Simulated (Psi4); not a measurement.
# triplet SiH2Br2 at 4 levels

Wanted: a comparison of 4 runs (UHF/3-21G, U-wB97X-V/def2-SVP, UHSE06/def2-SVP, UTPSSh/def2-SVP) of triplet SiH2Br2. 

The results are computed with Psi4 1.11.

## Step 1: Starting point

The species is SiH2Br2 (5 atoms), meant as a triplet with charge 0. As SMILES of the parent species, `Br[SiH2]Br`. The shape is that of a PBE0-D4/def2-TZVP optimisation. That shape belongs to the parent species and isn't relaxed for this state.

Bond lengths: Br1–Si2 2.207 Å, Si2–Br3 2.207 Å, Si2–H4 1.476 Å, Si2–H5 1.476 Å. Angles: Br1–Si2–Br3 110.8°, Br1–Si2–H4 108.4°, Br1–Si2–H5 108.4°, Br3–Si2–H4 108.4°, Br3–Si2–H5 108.4°, H4–Si2–H5 112.5°.

## Step 2: The energy at UHF/3-21G (run 1)

calc.py reads:

```python
import psi4

psi4.set_memory(1600000000)
psi4.set_num_threads(1)
psi4.set_output_file('output.dat', False)

m = psi4.geometry("""
0 3
Br    -3.16092599    -2.34191869     0.68466667
Si     0.29901136    -0.08747542     0.10333022
Br    -0.55854635     3.42826555    -1.96911352
H      2.08518050    -1.59347376    -1.42052603
H      1.33526158     0.59458343     2.60164265
units bohr
symmetry c1
""")

psi4.set_options({
    'basis': '3-21G',
    'reference': 'uhf',
    'puream': True,
    'e_convergence': 1e-09,
    'd_convergence': 1e-08,
    'scf_type': 'pk',
    'maxiter': 100,
})

e_tot, wfn = psi4.energy("scf", molecule=m, return_wfn=True)
print(f'total energy {e_tot:.8f} hartree = {e_tot * 27.211386:.5f} eV')
```

Command:

```
$ python calc.py
```

output.dat:

```text
[...]
  Running in c1 symmetry.
[...]
  Nuclear repulsion =  448.279263033294001
[...]
  Multiplicity = 3
[...]
  Nalpha       = 44
  Nbeta        = 42
[...]
    Number of basis functions: 61
[...]
   @UHF iter   1: -5408.26830936588249   -2.74192e+00   8.55878e-03 ADIIS/DIIS
[...]
   @UHF iter  18: -5408.43350544024725   -7.27596e-12   7.49227e-09 DIIS
[...]
   @S^2 Observed:                2.010106580E+00
[...]
    Orbital Energies [Eh]
    ---------------------
    Alpha Occupied:
       1A   -486.793045     2A   -486.792997     3A    -68.313119
       4A    -64.801951     5A    -64.801858     6A    -57.991118
       7A    -57.990966     8A    -57.989617     9A    -57.989513
      10A    -57.987583    11A    -57.987411    12A     -9.801138
      13A     -9.801092    14A     -7.380737    15A     -7.380688
      16A     -7.377948    17A     -7.377903    18A     -7.370045
      19A     -7.369999    20A     -6.141027    21A     -4.235307
      22A     -4.231268    23A     -4.228576    24A     -3.107227
      25A     -3.107077    26A     -3.106999    27A     -3.106451
      28A     -3.100362    29A     -3.100314    30A     -3.099110
      31A     -3.098867    32A     -3.097354    33A     -3.097299
      34A     -1.077992    35A     -1.049743    36A     -0.753408
[...]
  @UHF Final Energy: -5408.43350544024725
   => Energetics <=
    Nuclear Repulsion Energy =            448.2792630332940007
    One-Electron Energy =               -8435.4680621662173508
    Two-Electron Energy =                2578.7552936926758775
    Total Energy =                      -5408.4335054402472451
  UHF NO Occupations:
  HONO-2 :   42  A 1.9981787
  HONO-1 :   43  A 1.0000000
[...]
 Multipole Moments:
 ------------------------------------------------------------------------------------
     Multipole            Electronic (a.u.)      Nuclear  (a.u.)        Total (a.u.)
 ------------------------------------------------------------------------------------
 L = 1.  Multiply by 2.5417464519 to convert [e a0] to [Debye]
 Dipole X            :         -5.8859801            6.4150283            0.5290483
 Dipole Y            :          1.7195774           -1.8737448           -0.1541673
 Dipole Z            :         -2.0328460            2.2153550            0.1825091
 Magnitude           :                                                    0.5804905
[...]
```

The script printed:

```text
total energy -5408.43350544 hartree = -147170.97177 eV
```

Run time: 2.9 s. Hardware: 1 thread of Intel Xeon Platinum 8259CL at 2.50GHz (Skylake/Cascade Lake), shared host; peak memory 0.22 GiB.

## Step 3: The energy at U-wB97X-V/def2-SVP (run 2)

job.inp reads:

```
memory 1.6 GB

molecule geom {
  0 3
  Br    -3.16092599    -2.34191869     0.68466667
  Si     0.29901136    -0.08747542     0.10333022
  Br    -0.55854635     3.42826555    -1.96911352
  H      2.08518050    -1.59347376    -1.42052603
  H      1.33526158     0.59458343     2.60164265
  units bohr
  symmetry c1
}

set reference uks
set puream true
set e_convergence 1e-09
set d_convergence 1e-08
set scf_type pk
set dft_radial_points 99
set dft_spherical_points 590
set maxiter 100

e_tot = energy("wb97x-v/def2-SVP")
```

Command:

```
$ psi4 -i job.inp -o job.out -n 1
```

job.out:

```text
[...]
  Running in c1 symmetry.
[...]
  Nuclear repulsion =  448.279263033294001
[...]
  Multiplicity = 3
[...]
  Nalpha       = 44
  Nbeta        = 42
[...]
    Number of basis functions: 92
[...]
   @UKS iter   1: -5437.08577135929590   -2.31331e+00   1.94333e-02 ADIIS/DIIS
[...]
   @UKS iter  20: -5437.59666474844107   -8.18545e-12   7.29716e-09 DIIS
[...]
   @S^2 Observed:                2.005491243E+00
[...]
    Orbital Energies [Eh]
    ---------------------
    Alpha Occupied:
       1A   -482.601020     2A   -482.600936     3A    -66.142157
       4A    -62.510025     5A    -62.509942     6A    -56.331728
       7A    -56.331642     8A    -56.330329     9A    -56.330248
      10A    -56.328516    11A    -56.328433    12A     -8.808602
      13A     -8.808518    14A     -6.638185    15A     -6.638095
      16A     -6.635289    17A     -6.635210    18A     -6.628638
      19A     -6.628558    20A     -5.411507    21A     -3.767634
      22A     -3.762964    23A     -3.761319    24A     -2.761708
      25A     -2.761622    26A     -2.761323    27A     -2.761237
      28A     -2.756257    29A     -2.756171    30A     -2.754373
      31A     -2.754295    32A     -2.753207    33A     -2.753128
      34A     -0.941700    35A     -0.921192    36A     -0.674969
[...]
  @UKS Final Energy: -5437.59666474844107
   => Energetics <=
    Nuclear Repulsion Energy =            448.2792630332940007
    One-Electron Energy =               -8460.5404520406427764
    Two-Electron Energy =                2733.4191797808671254
    DFT Exchange-Correlation Energy =    -159.1113310444825402
    Empirical Dispersion Energy =           0.0000000000000000
    VV10 Nonlocal Energy =                  0.3566755225226114
    Total Energy =                      -5437.5966647484410714
[...]
 Multipole Moments:
 ------------------------------------------------------------------------------------
     Multipole            Electronic (a.u.)      Nuclear  (a.u.)        Total (a.u.)
 ------------------------------------------------------------------------------------
 L = 1.  Multiply by 2.5417464519 to convert [e a0] to [Debye]
 Dipole X            :         -6.1199498            6.4150283            0.2950785
 Dipole Y            :          1.7883786           -1.8737448           -0.0853661
 Dipole Z            :         -2.1138961            2.2153550            0.1014589
 Magnitude           :                                                    0.3235006
[...]
```

It took 2.3 min on 1 thread of Intel Xeon Platinum 8259CL at 2.50GHz (Skylake/Cascade Lake), shared host; peak memory 0.91 GiB.

Run 3 isn't shown in full; the table further down has it.

## Step 4: Energy and forces at UTPSSh/def2-SVP (run 4)

br2h2si.xyz reads:

```xyz
5
Br2H2Si
Br    -1.672690    -1.239290     0.362310
Si     0.158230    -0.046290     0.054680
Br    -0.295570     1.814160    -1.042010
H      1.103430    -0.843230    -0.751710
H      0.706590     0.314640     1.376730
```

job.py reads:

```python
import psi4

psi4.set_memory('1600 MB')
psi4.set_num_threads(1)
psi4.core.set_output_file('br2h2si.out', False)

with open('br2h2si.xyz') as f:
    atoms = ''.join(f.readlines()[2:])
m = psi4.geometry('0 3\n' + atoms + 'symmetry c1\nno_reorient\nno_com')

psi4.set_options({
    'basis': 'def2-SVP',
    'reference': 'uks',
    'puream': True,
    'e_convergence': 1e-09,
    'd_convergence': 1e-08,
    'scf_type': 'pk',
    'dft_radial_points': 99,
    'dft_spherical_points': 590,
    'maxiter': 100,
})

e_tot, wfn = psi4.gradient("tpssh", molecule=m, return_wfn=True)
psi4.oeprop(wfn, "MAYER_INDICES", "QUADRUPOLE", "DIPOLE", title="TPSSH")
print('gradient / Eh bohr^-1')
print(e_tot.np.round(6))
print(f'energy = {wfn.energy():.10f} Eh')
```

Command:

```
$ python job.py
```

br2h2si.out, cut to the lines that bear on the results:

```text
[...]
  Running in c1 symmetry.
[...]
  Nuclear repulsion =  448.279262821226382
[...]
  Multiplicity = 3
[...]
  Nalpha       = 44
  Nbeta        = 42
[...]
    Number of basis functions: 92
[...]
   @UKS iter   1: -5437.44195332101299   -2.09437e+00   2.07072e-02 DIIS/ADIIS
[...]
   @UKS iter  16: -5438.00147384084084   -2.09184e-11   7.52756e-09 DIIS
[...]
   @S^2 Observed:                2.002672980E+00
[...]
  @UKS Final Energy: -5438.00147384084084
   => Energetics <=
    Nuclear Repulsion Energy =            448.2792628212263821
    One-Electron Energy =               -8460.0851120015704510
    Two-Electron Energy =                2757.9915790145723804
    DFT Exchange-Correlation Energy =    -184.1872036750689290
    Empirical Dispersion Energy =           0.0000000000000000
    VV10 Nonlocal Energy =                  0.0000000000000000
    Total Energy =                      -5438.0014738408408448
[...]
  -Total Gradient:
     Atom            X                  Y                   Z
    ------   -----------------  -----------------  -----------------
       1        0.052750516771     0.060276457006    -0.022955941409
       2       -0.022341445857     0.006435911823    -0.007666117620
       3       -0.007599888044    -0.073367344544     0.038494750312
       4       -0.012124266210     0.005392390796    -0.000151631693
       5       -0.010710478166     0.001270042918    -0.007729882408
[...]
 Multipole Moments:
 ------------------------------------------------------------------------------------
     Multipole            Electronic (a.u.)      Nuclear  (a.u.)        Total (a.u.)
 ------------------------------------------------------------------------------------
 L = 1.  Multiply by 2.5417464519 to convert [e a0] to [Debye]
 Dipole X            :        122.8175038         -122.5749308            0.2425729
 Dipole Y            :        -35.8697666           35.7985938           -0.0711729
 Dipole Z            :         42.4118480          -42.3278999            0.0839481
 Magnitude           :                                                    0.2663728
 L = 2.  Multiply by 1.3450342976 to convert [e a0^2] to [Debye ang]
 Quadrupole XX       :       -406.2163263          368.0025609          -38.2137654
 Quadrupole XY       :       -189.8158378          189.1775837           -0.6382541
[...]
```

On the terminal:

```text
gradient / Eh bohr^-1
[[ 0.052751  0.060276 -0.022956]
 [-0.022341  0.006436 -0.007666]
 [-0.0076   -0.073367  0.038495]
 [-0.012124  0.005392 -0.000152]
 [-0.01071   0.00127  -0.00773 ]]
energy = -5438.0014738408 Eh
```

Run time: 77 s. Hardware: 1 thread of Intel Xeon Platinum 8259CL at 2.50GHz (Skylake/Cascade Lake), shared host; peak memory 0.96 GiB.

## Step 5: Overview of the runs

| run | level | integration grid | task | energy (Eh) | dipole moment (D) | HOMO energy (eV) | ⟨S²⟩ | wall time |
| --- | --- | --- | --- | --- | --- | --- | --- | --- |
| 1 | UHF/3-21G | – | energy | -5408.433505 | 1.48 | -4.32 | 2.010 | 2.9 s |
| 2 | U-wB97X-V/def2-SVP | 99 radial × 590 angular | energy | -5437.596665 | 0.82 | -3.99 | 2.005 | 2.3 min |
| 3 | UHSE06/def2-SVP | 99 radial × 590 angular | gradient | -5437.400387 | 0.70 | -1.79 | 2.003 | 71 s |
| 4 | UTPSSh/def2-SVP | 99 radial × 590 angular | gradient | -5438.001474 | 0.68 | -1.68 | 2.003 | 77 s |

## Step 6: Outcome

| quantity | value |
| --- | --- |
| run 4: total energy | -5438.00147 Eh |
| run 4: dipole moment | 0.68 D |
| run 4: HOMO energy (highest over α and β) | -1.68 eV |
| run 4: ⟨S²⟩ | 2.003 |
| run 4: largest force on an atom | 4.285 eV/Å |

In words: The dipole moment (its size) runs from 0.68 D (UTPSSh/def2-SVP) to 1.48 D (UHF/3-21G). The two ends differ in method and basis. Totals of different functionals can't be ranked against each other. All runs together took 4.8 min, the longest 2.3 min.
